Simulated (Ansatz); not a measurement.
# InSb2: the cost of one run

Computed with Ansatz 0.2.0 (DFT PBE, scalar-relativistic, plane waves, PAW, unless a step's input says otherwise).

## (1) The system as given

It takes space group R-3m (No. 166, trigonal). Conventional cell: a = 6.217 Å, b = 6.217 Å, c = 15.291 Å, α = 90.00°, β = 90.00°, γ = 120.00°. In (site symmetry 3m) is surrounded by 12 Sb at 3.65 to 3.66 Å and 4 In at 3.81 to 3.82 Å. Sb (site symmetry 2/m) is surrounded by 6 Sb at 3.11 to 3.12 Å. Sb (site symmetry -3m) is surrounded by 6 Sb at 3.12 Å.

Structure file:

```cif
data_structure
_symmetry_space_group_name_H-M 'R-3m:H'
_symmetry_Int_Tables_number 166
_cell_length_a 6.2165
_cell_length_b 6.2165
_cell_length_c 15.2910
_cell_angle_alpha 90.000
_cell_angle_beta 90.000
_cell_angle_gamma 120.000
_cell_volume 511.76
loop_
_atom_site_label
_atom_site_type_symbol
_atom_site_symmetry_multiplicity
_atom_site_Wyckoff_symbol
_atom_site_fract_x
_atom_site_fract_y
_atom_site_fract_z
_atom_site_occupancy
In1 In 6 c 0.33333 0.66667 0.79167 1
Sb1 Sb 9 e 0.50000 0.00000 0.00000 1
Sb2 Sb 3 b 0.66667 0.33333 0.83333 1
```

The cell is invented: species swapped into a database cell of TbCo2 (R-3m, No. 166), with In on the Tb sites and Sb on the Co sites. Its size is a rough estimate.

## (2) The guess as it stands, on a coarse mesh

File input.yaml:

```yaml
crystal:
  lattice:
    - [3.10827491, 1.79456336, 5.09700063]
    - [-3.10827491, 1.79456336, 5.09700063]
    - [0.0, -3.58912672, 5.09700063]
  atoms:
    - { symbol: In, position: [0.125, 0.125, 0.125] }
    - { symbol: In, position: [0.875, 0.875, 0.875] }
    - { symbol: Sb, position: [0.5, 0.5, 0.0] }
    - { symbol: Sb, position: [0.0, 0.5, 0.5] }
    - { symbol: Sb, position: [0.5, 0.0, 0.5] }
    - { symbol: Sb, position: [0.5, 0.5, 0.5] }
basis:
  ecutwfc: 420
kpoints:
  mp_grid: { grid: [3, 3, 3] }
hamiltonian:
  xc: pbe
scf:
  occupations: { method: gaussian, width: 0.1 }
  lower_state_search: "off"
output:
  forces: true
  stress: true
  eigenvalues: true
```

Started as:

```sh
ansatz run input.yaml --threads 1 --pin off --max-ram 2560MiB --backend cpu --events-out ev --progress --plain --runs-dir out
```

Q: Estimate wall time and peak memory on 1 thread of Arm Neoverse V2, shared host.

About 3.3 s, with a peak of 0.42 GiB.
